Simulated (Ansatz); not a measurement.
# GaBiTe2Se: the cost of one run

Computed with Ansatz 0.2.0 (DFT PBE, scalar-relativistic, plane waves, PAW, unless a step's input says otherwise).

**1. Starting point**

The structure is hexagonal, space group P-6m2 (No. 187). Conventional cell: a = 4.340 Å, b = 4.340 Å, c = 10.070 Å, α = 90.00°, β = 90.00°, γ = 120.00°. Around Ga (site symmetry -6m2) lie 3 Se at 2.51 Å and 3 Te at 2.51 Å. Bi (site symmetry -6m2) is surrounded by 3 Te at 2.51 Å. Te (site symmetry -6m2) is surrounded by 3 Se at 2.51 Å and 3 Ga at 2.51 Å. Te (site symmetry -6m2) is surrounded by 3 Bi at 2.51 Å. Se (site symmetry -6m2) is surrounded by 3 Ga at 2.51 Å and 3 Te at 2.51 Å.

Structure file:

```cif
data_structure
_symmetry_space_group_name_H-M 'P 1'
_symmetry_Int_Tables_number 1
_cell_length_a 4.3400
_cell_length_b 4.3400
_cell_length_c 10.0705
_cell_angle_alpha 90.000
_cell_angle_beta 90.000
_cell_angle_gamma 120.000
_cell_volume 164.27
loop_
_atom_site_label
_atom_site_type_symbol
_atom_site_fract_x
_atom_site_fract_y
_atom_site_fract_z
_atom_site_occupancy
Ga1 Ga 0.33333 0.66667 0.50000 1
Bi1 Bi 0.66667 0.33333 0.00000 1
Te1 Te 0.66667 0.33333 0.50000 1
Te2 Te 0.33333 0.66667 0.00000 1
Se1 Se 0.00000 0.00000 0.50000 1
```

The cell is invented: random cell by space group and Wyckoff sites (P-6m2, No. 187). Lengths come from tabulated atomic sizes and are only a guess.

**2. A first look at the guess**

input.yaml

```yaml
crystal:
  lattice:
    - [4.33997996, 0.0, 0.0]
    - [-2.16998998, 3.7585329, 0.0]
    - [0.0, 0.0, 10.07046639]
  atoms:
    - { symbol: Ga, position: [0.33333333, 0.66666667, 0.5] }
    - { symbol: Bi, position: [0.66666667, 0.33333333, 0.0] }
    - { symbol: Te, position: [0.66666667, 0.33333333, 0.5] }
    - { symbol: Te, position: [0.33333333, 0.66666667, 0.0] }
    - { symbol: Se, position: [0.0, 0.0, 0.5] }
basis:
  ecutwfc: 420
kpoints:
  mp_grid: { grid: [6, 6, 2] }
hamiltonian:
  xc: pbe
scf:
  occupations: { method: gaussian, width: 0.1 }
  lower_state_search: "off"
output:
  forces: true
  stress: true
  eigenvalues: true
```

Started as:

```sh
$ ansatz run input.yaml --threads 1 --pin off --max-ram 2560MiB --backend cpu --events-out ev --progress --plain --runs-dir out
```

What time and memory should one allow on 1 thread of Intel Xeon at 2.50GHz (Skylake/Cascade Lake), shared host?

About 22 s, with a peak of 0.47 GiB.
